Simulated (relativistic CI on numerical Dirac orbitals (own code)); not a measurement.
# Mo²⁺: one ion under different settings

Aim: see what numerical and physical settings do to the SCF, the total energy and the lowest levels of Mo²⁺.

The numbers are computed with relativistic CI on numerical Dirac orbitals (own code) version 3 (Dirac-Coulomb-Breit CI, KLI orbitals optimised for each configuration, model QED (radiative potential, 1s self-energy scaled to tabulated hydrogen-like ionisation energies), numerical settings as typed), except any that are marked as measured or tabulated.

## Step 1: The system

| Quantity | Value |
| --- | --- |
| ion | Mo²⁺ (Mo III) |
| nuclear charge | 42 |
| electrons | 40 |
| isotope | A = 98 |

## Step 2: Usual settings

The run's settings:

```ini
atom Mo  Z=42  charge=2  electrons=40
nucleus A=98  rms_radius_fm=4.4091
hamiltonian dirac-coulomb  breit=on  qed=on  c_scale=1
orbitals kli  potential=per-configuration
slater_scale 1
correlation none
mixing on
grid step=0.0125 r_max=67.1
scf mixing=0.4 start=green max_iterations=150 tolerance=2e-08 node_fill=0.05
configurations
  [Kr] 4d4
  [Kr] 4d3 5s
  [Kr] 4d3 5p
end
```

Started as:

```bash
$ python run_levels.py task.json out
```

task.json lists these runs, among others, and the program works through them in turn.

## Step 3: QED terms off, start potential previous, grid step 0.006

The run's settings:

```ini
atom Mo  Z=42  charge=2  electrons=40
nucleus A=98  rms_radius_fm=4.4091
hamiltonian dirac-coulomb  breit=on  qed=off  c_scale=1
orbitals kli  potential=per-configuration
slater_scale 1
correlation none
mixing on
grid step=0.006 r_max=67.1
scf mixing=0.4 start=previous max_iterations=150 tolerance=2e-08 node_fill=0.05
configurations
  [Kr] 4d4
  [Kr] 4d3 5s
  [Kr] 4d3 5p
end
```

## Step 4: Slater scale 0.6

The run's settings:

```ini
atom Mo  Z=42  charge=2  electrons=40
nucleus A=98  rms_radius_fm=4.4091
hamiltonian dirac-coulomb  breit=on  qed=on  c_scale=1
orbitals kli  potential=per-configuration
slater_scale 0.6
correlation none
mixing on
grid step=0.0125 r_max=67.1
scf mixing=0.4 start=green max_iterations=150 tolerance=2e-08 node_fill=0.05
configurations
  [Kr] 4d4
  [Kr] 4d3 5s
  [Kr] 4d3 5p
end
```

## Step 5: Slater scale 0.5

Settings: those of step 4 with these lines changed.

```diff
@@ -4,3 +4,3 @@
 orbitals kli  potential=per-configuration
-slater_scale 0.6
+slater_scale 0.5
 correlation none
```

## Step 6: Start potential thomas-fermi

The run's settings:

```ini
atom Mo  Z=42  charge=2  electrons=40
nucleus A=98  rms_radius_fm=4.4091
hamiltonian dirac-coulomb  breit=on  qed=on  c_scale=1
orbitals kli  potential=per-configuration
slater_scale 1
correlation none
mixing on
grid step=0.0125 r_max=67.1
scf mixing=0.4 start=thomas-fermi max_iterations=150 tolerance=2e-08 node_fill=0.05
configurations
  [Kr] 4d4
  [Kr] 4d3 5s
  [Kr] 4d3 5p
end
```

## Step 7: Grid step 0.15

Settings: those of step 6 with these lines changed.

```diff
@@ -7,4 +7,4 @@
 mixing on
-grid step=0.0125 r_max=67.1
-scf mixing=0.4 start=thomas-fermi max_iterations=150 tolerance=2e-08 node_fill=0.05
+grid step=0.15 r_max=67.1
+scf mixing=0.4 start=green max_iterations=59 tolerance=2e-08 node_fill=0.05
 configurations
```

(Steps that only read results are left out.)

**Question.** What will these runs give? Wanted: lowest level, usual settings; total energy; first excitation.

The runs gave:

| setting | total energy less usual (Ha) | largest shift of a level among the lowest eight of both runs, same label and place (cm⁻¹) | SCF iterations | time | lowest level | kind of change |
| --- | --- | --- | --- | --- | --- | --- |
| usual | 0 | 0 | 34 | 0.5 s | 4d4 5D0 | - |
| QED terms off, start potential previous, grid step 0.006 | -1.62 | 6.36 | 31 | 0.77 s | 4d4 5D0 | model term |
| Slater scale 0.6 | 0.0411 | 5950 | 34 | 0.51 s | 4d4 5D0 | model term |
| Slater scale 0.5 | 0.0512 | 7450 | 34 | 0.51 s | 4d4 5D0 | model term |
| start potential thomas-fermi | 0 | 0 | 33 | 0.5 s | 4d4 5D0 | numerical |
| grid step 0.15 | 0.0188 | 26.1 | 35 | 0.16 s | 4d4 5D0 | unsound |

| quantity | value |
| --- | --- |
| lowest level, usual settings | 4d4 5D0 |
| total energy | -4042.4785 Ha |
| first excitation | 202.1 cm⁻¹ |

Among the runs whose levels can be followed, they move most under «Slater scale 0.5» (model term), by up to 7450 cm⁻¹. No visible change in the result comes from «start potential thomas-fermi». Under «grid step 0.15» the program warns: orbitals of one symmetry overlap by 1.0e-04. Only the listed configurations are in the model. Near neutrality, missing correlation can shift configurations against each other by thousands of cm⁻¹.
